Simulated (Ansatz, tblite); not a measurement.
# Ga9P9 wurtzite hole sphere (Ga₉P₉H₂₄): removing and adding an electron

Aim: the energy of removing and adding an electron for Ga9P9 wurtzite hole sphere (Ga₉P₉H₂₄), by energy differences, and how well orbital energies stand in for it.

Computed with Ansatz 0.2.0, Gaussian basis. Level: as each input shows.

Levels to be run: charge +1 doublet, at the geometry of the singlet (PBE0-D4/def2-TZVP, PBE-D4/def2-TZVP, revPBE-D4/def2-TZVP); charge -1 doublet, at the geometry of the singlet (PBE0-D4/def2-TZVP, PBE-D4/def2-TZVP, revPBE-D4/def2-TZVP); the starting singlet's energies come from earlier runs.

## (1) The structure

The geometry is that of the singlet, from an earlier relaxation (r2SCAN-D4/def2-SVP).

42 atoms, charge 0, spin multiplicity 1.

Atoms are counted from 1 here; the program's logs count them from 0.

Bond lengths: Ga1–P2 2.451 Å, Ga1–P3 2.398 Å, Ga1–H19 1.563 Å, Ga1–H20 1.563 Å, P2–Ga5 2.392 Å, P2–H21 1.420 Å, P2–H22 1.420 Å, P3–Ga4 2.370 Å, P3–Ga11 2.370 Å, P3–H23 1.423 Å, Ga4–P6 2.409 Å, Ga4–P7 2.370 Å, Ga4–H24 1.562 Å, Ga5–P6 2.374 Å, Ga5–P12 2.374 Å, Ga5–H25 1.560 Å, P6–Ga9 2.374 Å, P6–H26 1.422 Å and more. Angles: P2–Ga1–P3 96.5°, P2–Ga1–H19 105.5°, P2–Ga1–H20 105.5°, P3–Ga1–H19 110.3°, P3–Ga1–H20 110.3°, H19–Ga1–H20 124.7°, Ga1–P2–Ga5 122.6°, Ga1–P2–H21 110.6°, Ga1–P2–H22 110.6°, Ga5–P2–H21 106.0°, Ga5–P2–H22 106.1°, H21–P2–H22 98.2°, Ga1–P3–Ga4 112.5°, Ga1–P3–Ga11 112.5°, Ga1–P3–H23 105.8°, Ga4–P3–Ga11 115.9°, Ga4–P3–H23 104.4°, Ga11–P3–H23 104.4° and more.

## (2) Charge +1 doublet at the fixed geometry, PBE0-D4/def2-TZVP

in.yaml

```yaml
crystal:
  periodic: [false, false, false]
  atoms:
    - {symbol: Ga, position_ang: [0.000506, -4.574192, -1.392260]}
    - {symbol: P, position_ang: [-0.003660, -4.342636, 1.047421]}
    - {symbol: P, position_ang: [-0.000703, -2.227543, -1.886853]}
    - {symbol: Ga, position_ang: [-2.009265, -1.160046, -1.221799]}
    - {symbol: Ga, position_ang: [-0.000890, -2.214461, 2.139945]}
    - {symbol: P, position_ang: [-1.839981, -1.060381, 1.179547]}
    - {symbol: P, position_ang: [-1.927411, 1.112487, -1.888883]}
    - {symbol: Ga, position_ang: [-3.960243, 2.285819, -1.397000]}
    - {symbol: Ga, position_ang: [-1.918452, 1.110306, 2.138026]}
    - {symbol: P, position_ang: [-3.759811, 2.174528, 1.042922]}
    - {symbol: Ga, position_ang: [2.008445, -1.161141, -1.222027]}
    - {symbol: P, position_ang: [1.839109, -1.062101, 1.179325]}
    - {symbol: P, position_ang: [1.928082, 1.111459, -1.889203]}
    - {symbol: Ga, position_ang: [0.000753, 2.319179, -1.223822]}
    - {symbol: Ga, position_ang: [1.919959, 1.108483, 2.137868]}
    - {symbol: P, position_ang: [0.001202, 2.124994, 1.177785]}
    - {symbol: Ga, position_ang: [3.960387, 2.285788, -1.397494]}
    - {symbol: P, position_ang: [3.762973, 2.169542, 1.042438]}
    - {symbol: H, position_ang: [-1.382720, -5.205793, -1.753833]}
    - {symbol: H, position_ang: [1.386563, -5.202442, -1.748938]}
    - {symbol: H, position_ang: [-1.080465, -5.073812, 1.616093]}
    - {symbol: H, position_ang: [1.066351, -5.080304, 1.620504]}
    - {symbol: H, position_ang: [-0.000836, -2.131262, -3.306532]}
    - {symbol: H, position_ang: [-3.310562, -1.910874, -1.649410]}
    - {symbol: H, position_ang: [-0.000761, -2.299127, 3.698111]}
    - {symbol: H, position_ang: [-2.990530, -1.723693, 1.688664]}
    - {symbol: H, position_ang: [-1.842642, 1.062931, -3.308430]}
    - {symbol: H, position_ang: [-5.197563, 1.400169, -1.754393]}
    - {symbol: H, position_ang: [-3.814537, 3.799348, -1.758912]}
    - {symbol: H, position_ang: [-1.992925, 1.154122, 3.696087]}
    - {symbol: H, position_ang: [-4.933420, 1.614865, 1.614672]}
    - {symbol: H, position_ang: [-3.857520, 3.472573, 1.611287]}
    - {symbol: H, position_ang: [3.309258, -1.912795, -1.649641]}
    - {symbol: H, position_ang: [2.989156, -1.726536, 1.688100]}
    - {symbol: H, position_ang: [1.843121, 1.061806, -3.308737]}
    - {symbol: H, position_ang: [0.001030, 3.821222, -1.652576]}
    - {symbol: H, position_ang: [1.994651, 1.152412, 3.695909]}
    - {symbol: H, position_ang: [0.001769, 3.453548, 1.685607]}
    - {symbol: H, position_ang: [5.198548, 1.402879, -1.758593]}
    - {symbol: H, position_ang: [3.811777, 3.799919, -1.755789]}
    - {symbol: H, position_ang: [4.935422, 1.604702, 1.611503]}
    - {symbol: H, position_ang: [3.865855, 3.466068, 1.613332]}
basis:
  gaussian: {orbitals: def2-TZVP, fitting: {mean_field: def2-universal-jkfit}}
total_charge: 1
magnetization: {spin_polarized: true, initial_magnetization: 1}
hamiltonian: {xc: pbe0, dispersion: d4}
scf: {omitted_lower_state_checks: [starts]}
output: {orbitals: {seedname: orbitals}}
```

On the command line:

```console
$ ansatz run in.yaml --threads 5 --pin off --events-out ev --progress --plain --max-ram 66560MiB --backend cuda --devices 0, --max-vram 37GiB
```

Standard output:

```text
Functional definition: PBE0
  name "PBE0"
  cite "Adamo & Barone, J. Chem. Phys. 110, 6158 (1999) doi:10.1063/1.478522"
  cite "Perdew, Burke & Ernzerhof, Phys. Rev. Lett. 77, 3865 (1996) doi:10.1103/PhysRevLett.77.3865"
  parent pbe
  parameter a = 0.25
  parameter kappa = 0.804
  parameter beta = 0.06672455060314922
  exchange = (1 - a)*pbe_x(kappa = kappa, mu = beta*pi^2/3) + a*exact_x
  correlation = pbe_c(beta = beta)
these checks for a lower state are left out or cut short: starts
3978 factors; integrals over basis functions are off by at most 6.0e-1 eV
mean field evaluation 1: about -555298.4798 eV, gradient 5.1e1 eV
mean field evaluation 2: about -555295.9364 eV, gradient 6.7e1 eV
mean field evaluation 4: about -555305.1359 eV, gradient 5.1e0 eV
mean field evaluation 8: about -555305.2829 eV, gradient 4.9e-1 eV
mean field evaluation 16: about -555305.2872 eV, gradient 6.1e-3 eV
mean field evaluation 32: about -555305.2872 eV, gradient 2.2e-5 eV
mean field -555305.28719353 eV, -20407.0929049197 hartree, gradient 4.8e-6 eV, S^2 0.755192; 0 other end points of the search recorded, 0 dependent functions left out
reference -555305.28727241 eV, -20407.0929078185 hartree; 219, 218 occupied and 690, 691 virtual orbitals, 3978 factors
Total energy: -555308.37758050 eV, -20407.2064745462 hartree
Checks for a lower state left out: starts
```

Wall time 43 s (1 × H100 (card shared with other runs) with 5 threads of AMD EPYC 7R13, shared host); peak host memory 1.7 GiB.

HOMO -9.99 eV, LUMO -9.08 eV (over both spins); ⟨S²⟩ 0.755 (pure: 0.75).

## (3) Charge +1 doublet at the fixed geometry, PBE-D4/def2-TZVP

start.molden holds the orbitals of an earlier run on this state, given as this run's starting guess.

Changes to in.yaml since step 2:

```diff
@@ -46,6 +46,6 @@
 basis:
-  gaussian: {orbitals: def2-TZVP, fitting: {mean_field: def2-universal-jkfit}}
+  gaussian: {orbitals: def2-TZVP, fitting: {mean_field: def2-universal-jkfit}, initial_orbitals: start.molden}
 total_charge: 1
 magnetization: {spin_polarized: true, initial_magnetization: 1}
-hamiltonian: {xc: pbe0, dispersion: d4}
+hamiltonian: {xc: pbe, dispersion: d4}
 scf: {omitted_lower_state_checks: [starts]}
```

Same command.

Standard output:

```text
Functional definition: PBE
  name "PBE"
  cite "Perdew, Burke & Ernzerhof, Phys. Rev. Lett. 77, 3865 (1996) doi:10.1103/PhysRevLett.77.3865"
  parent pbe
  parameter kappa = 0.804
  parameter beta = 0.06672455060314922
  exchange = pbe_x(kappa = kappa, mu = beta*pi^2/3)
  correlation = pbe_c(beta = beta)
these checks for a lower state are left out or cut short: starts
3978 factors; integrals over basis functions are off by at most 6.0e-1 eV
mean field evaluation 1: about -555286.8900 eV, gradient 2.2e1 eV
mean field evaluation 2: about -555287.6939 eV, gradient 9.4e-1 eV
mean field evaluation 4: about -555287.7084 eV, gradient 1.4e-1 eV
mean field evaluation 8: about -555287.7088 eV, gradient 1.2e-4 eV
mean field evaluation 16: about -555287.7088 eV, gradient 5.3e-6 eV
mean field -555287.70875068 eV, -20406.4469090599 hartree, gradient 5.3e-6 eV, S^2 0.751300; 0 other end points of the search recorded, 0 dependent functions left out
reference -555287.70885728 eV, -20406.4469129776 hartree; 219, 218 occupied and 690, 691 virtual orbitals, 3978 factors
Total energy: -555291.11349045 eV, -20406.5720309389 hartree
Checks for a lower state left out: starts
```

Wall time 31 s (1 × H100 (card shared with other runs) with 5 threads of AMD EPYC 7R13, shared host); peak host memory 1.6 GiB.

Report: HOMO -9.00 eV, LUMO -9.05 eV (over both spins; with the spin held, an empty level of the minority spin lies below the top filled one); ⟨S²⟩ 0.751 (pure: 0.75).

## (4) Charge +1 doublet at the fixed geometry, revPBE-D4/def2-TZVP

Changes to in.yaml since step 3:

```diff
@@ -49,3 +49,3 @@
 magnetization: {spin_polarized: true, initial_magnetization: 1}
-hamiltonian: {xc: pbe, dispersion: d4}
+hamiltonian: {xc: {name: revPBE}, dispersion: d4}
 scf: {omitted_lower_state_checks: [starts]}
```

The command is unchanged.

Standard output, cut to the lines that bear on the results:

```text
Functional definition: revPBE
  name "revPBE"
  cite "Zhang & Yang, Phys. Rev. Lett. 80, 890 (1998) doi:10.1103/PhysRevLett.80.890"
  cite "Perdew, Burke & Ernzerhof, Phys. Rev. Lett. 77, 3865 (1996) doi:10.1103/PhysRevLett.77.3865"
[...]
3978 factors; integrals over basis functions are off by at most 6.0e-1 eV
[...]
mean field -555347.44147146 eV, -20408.6420460603 hartree, gradient 3.1e-6 eV, S^2 0.751401; 0 other end points of the search recorded, 0 dependent functions left out
reference -555347.44160429 eV, -20408.6420509417 hartree; 219, 218 occupied and 690, 691 virtual orbitals, 3978 factors
Total energy: -555354.17606031 eV, -20408.8895376359 hartree
Checks for a lower state left out: starts
```

Wall time 31 s (1 × H100 (card shared with other runs) with 5 threads of AMD EPYC 7R13, shared host); peak host memory 1.6 GiB.

From the report: HOMO -8.96 eV, LUMO -9.01 eV (over both spins; with the spin held, an empty level of the minority spin lies below the top filled one); ⟨S²⟩ 0.751 (pure: 0.75).

## (5) Vertical ionisation energy

Charged state less starting state, singlet to doublet; the starting state's energies are those of its earlier runs.

| level | vertical ionisation energy (eV) | time |
| --- | --- | --- |
| PBE-D4/def2-TZVP | +7.61 | 50 s |
| revPBE-D4/def2-TZVP | +7.67 | 53 s |
| PBE0-D4/def2-TZVP | +8.11 | 65 s |

Times add the two runs; a level without a time comes out of a correlated run.

Beside −ε(HOMO) of the starting state:

| level | −ε(HOMO) (eV) | by difference (eV) | mismatch (eV) |
| --- | --- | --- | --- |
| PBE-D4/def2-TZVP | 6.00 | 7.61 | -1.61 |
| revPBE-D4/def2-TZVP | 5.96 | 7.67 | -1.72 |
| PBE0-D4/def2-TZVP | 6.99 | 8.11 | -1.12 |

## (6) Charge -1 doublet at the fixed geometry, PBE0-D4/def2-TZVP

Changes to in.yaml since step 4:

```diff
@@ -46,6 +46,6 @@
 basis:
-  gaussian: {orbitals: def2-TZVP, fitting: {mean_field: def2-universal-jkfit}, initial_orbitals: start.molden}
-total_charge: 1
+  gaussian: {orbitals: def2-TZVP, fitting: {mean_field: def2-universal-jkfit}}
+total_charge: -1
 magnetization: {spin_polarized: true, initial_magnetization: 1}
-hamiltonian: {xc: {name: revPBE}, dispersion: d4}
+hamiltonian: {xc: pbe0, dispersion: d4}
 scf: {omitted_lower_state_checks: [starts]}
```

Same command.

Standard output, cut to the lines that bear on the results:

```text
Functional definition: PBE0
  name "PBE0"
  cite "Adamo & Barone, J. Chem. Phys. 110, 6158 (1999) doi:10.1063/1.478522"
  cite "Perdew, Burke & Ernzerhof, Phys. Rev. Lett. 77, 3865 (1996) doi:10.1103/PhysRevLett.77.3865"
  parent pbe
[...]
3978 factors; integrals over basis functions are off by at most 6.0e-1 eV
[...]
mean field -555313.76215705 eV, -20407.4043540845 hartree, gradient 1.0e-5 eV, S^2 0.751757; 0 other end points of the search recorded, 0 dependent functions left out
reference -555313.76224087 eV, -20407.4043571647 hartree; 220, 219 occupied and 689, 690 virtual orbitals, 3978 factors
Total energy: -555316.99667616 eV, -20407.5232204694 hartree
Checks for a lower state left out: starts
```

Run time: 40 s. Hardware: 1 × H100 (card shared with other runs) with 5 threads of AMD EPYC 7R13, shared host; peak host memory 1.7 GiB.

From the report: HOMO 0.52 eV, LUMO 1.59 eV (over both spins); ⟨S²⟩ 0.752 (pure: 0.75). Doubts: highest occupied level lies above zero.

## (7) Charge -1 doublet at the fixed geometry, PBE-D4/def2-TZVP

Changes to in.yaml since step 6:

```diff
@@ -46,6 +46,6 @@
 basis:
-  gaussian: {orbitals: def2-TZVP, fitting: {mean_field: def2-universal-jkfit}}
+  gaussian: {orbitals: def2-TZVP, fitting: {mean_field: def2-universal-jkfit}, initial_orbitals: start.molden}
 total_charge: -1
 magnetization: {spin_polarized: true, initial_magnetization: 1}
-hamiltonian: {xc: pbe0, dispersion: d4}
+hamiltonian: {xc: pbe, dispersion: d4}
 scf: {omitted_lower_state_checks: [starts]}
```

Launched as before.

Standard output:

```text
Functional definition: PBE
  name "PBE"
  cite "Perdew, Burke & Ernzerhof, Phys. Rev. Lett. 77, 3865 (1996) doi:10.1103/PhysRevLett.77.3865"
  parent pbe
  parameter kappa = 0.804
  parameter beta = 0.06672455060314922
  exchange = pbe_x(kappa = kappa, mu = beta*pi^2/3)
  correlation = pbe_c(beta = beta)
these checks for a lower state are left out or cut short: starts
3978 factors; integrals over basis functions are off by at most 6.0e-1 eV
mean field evaluation 1: about -555295.1130 eV, gradient 2.2e1 eV
mean field evaluation 2: about -555295.9231 eV, gradient 1.0e0 eV
mean field evaluation 4: about -555295.9295 eV, gradient 9.7e-2 eV
mean field evaluation 8: about -555295.9301 eV, gradient 3.8e-5 eV
mean field -555295.93013809 eV, -20406.7490394748 hartree, gradient 5.5e-6 eV, S^2 0.750947; 0 other end points of the search recorded, 0 dependent functions left out
reference -555295.93024979 eV, -20406.7490435797 hartree; 220, 219 occupied and 689, 690 virtual orbitals, 3978 factors
Total energy: -555299.49445780 eV, -20406.8800258080 hartree
Checks for a lower state left out: starts
```

It took 31 s on 1 × H100 (card shared with other runs) with 5 threads of AMD EPYC 7R13, shared host; peak host memory 1.6 GiB.

HOMO 0.71 eV, LUMO 0.85 eV (over both spins); ⟨S²⟩ 0.751 (pure: 0.75). Doubts: highest occupied level lies above zero.

## (8) Charge -1 doublet at the fixed geometry, revPBE-D4/def2-TZVP

Changes to in.yaml since step 7:

```diff
@@ -49,3 +49,3 @@
 magnetization: {spin_polarized: true, initial_magnetization: 1}
-hamiltonian: {xc: pbe, dispersion: d4}
+hamiltonian: {xc: {name: revPBE}, dispersion: d4}
 scf: {omitted_lower_state_checks: [starts]}
```

The command is unchanged.

Standard output:

```text
Functional definition: revPBE
  name "revPBE"
  cite "Zhang & Yang, Phys. Rev. Lett. 80, 890 (1998) doi:10.1103/PhysRevLett.80.890"
  cite "Perdew, Burke & Ernzerhof, Phys. Rev. Lett. 77, 3865 (1996) doi:10.1103/PhysRevLett.77.3865"
  parameter kappa = 1.245
  parameter beta = 0.06672455060314922
  exchange = pbe_x(kappa = kappa, mu = beta*pi^2/3)
  correlation = pbe_c(beta = beta)
these checks for a lower state are left out or cut short: starts
3978 factors; integrals over basis functions are off by at most 6.0e-1 eV
mean field evaluation 1: about -555354.8908 eV, gradient 1.9e1 eV
mean field evaluation 2: about -555355.5368 eV, gradient 8.4e-1 eV
mean field evaluation 4: about -555355.5320 eV, gradient 8.6e-2 eV
mean field evaluation 8: about -555355.5322 eV, gradient 1.6e-5 eV
mean field -555355.53221559 eV, -20408.9393754230 hartree, gradient 6.2e-6 eV, S^2 0.751298; 0 other end points of the search recorded, 0 dependent functions left out
reference -555355.53235444 eV, -20408.9393805257 hartree; 220, 219 occupied and 689, 690 virtual orbitals, 3978 factors
Total energy: -555362.63644573 eV, -20409.2004510652 hartree
Checks for a lower state left out: starts
```

Run time: 25 s. Hardware: 1 × H100 (card shared with other runs) with 5 threads of AMD EPYC 7R13, shared host; peak host memory 1.6 GiB.

Report: HOMO 0.80 eV, LUMO 0.97 eV (over both spins); ⟨S²⟩ 0.751 (pure: 0.75). Doubts: highest occupied level lies above zero.

## (9) Vertical electron affinity

Starting state less charged state (positive: the electron is bound), singlet to doublet; the starting state's energies are those of its earlier runs.

| level | vertical electron affinity (eV) | time |
| --- | --- | --- |
| PBE-D4/def2-TZVP | +0.77 | 49 s |
| revPBE-D4/def2-TZVP | +0.79 | 47 s |
| PBE0-D4/def2-TZVP | +0.51 | 61 s |

Times add the two runs; a level without a time comes out of a correlated run.

Beside −ε(LUMO) of the starting state:

| level | −ε(LUMO) (eV) | by difference (eV) | mismatch (eV) |
| --- | --- | --- | --- |
| PBE-D4/def2-TZVP | 2.09 | 0.77 | +1.33 |
| revPBE-D4/def2-TZVP | 1.99 | 0.79 | +1.20 |
| PBE0-D4/def2-TZVP | 1.37 | 0.51 | +0.86 |

## (10) What came out

| quantity | value |
| --- | --- |
| vertical ionisation energy, functionals in def2-TZVP | 7.61 (PBE-D4) to 8.11 eV (PBE0-D4) |
| vertical electron affinity, functionals in def2-TZVP | 0.51 (PBE0-D4) to 0.79 eV (revPBE-D4) |

What this shows: The vertical ionisation energy spans 7.61 to 8.11 eV over the functionals. −ε(HOMO) misses the level's own difference by -1.12 eV at best (PBE0-D4) and -1.72 eV at worst (revPBE-D4). The vertical electron affinity spans 0.51 to 0.79 eV over the functionals. The anion's highest level lies above zero where self-interaction lifts it, so diffuse functions weigh on these values. −ε(LUMO) misses the level's own difference by +0.86 eV at best (PBE0-D4) and +1.33 eV at worst (PBE-D4).
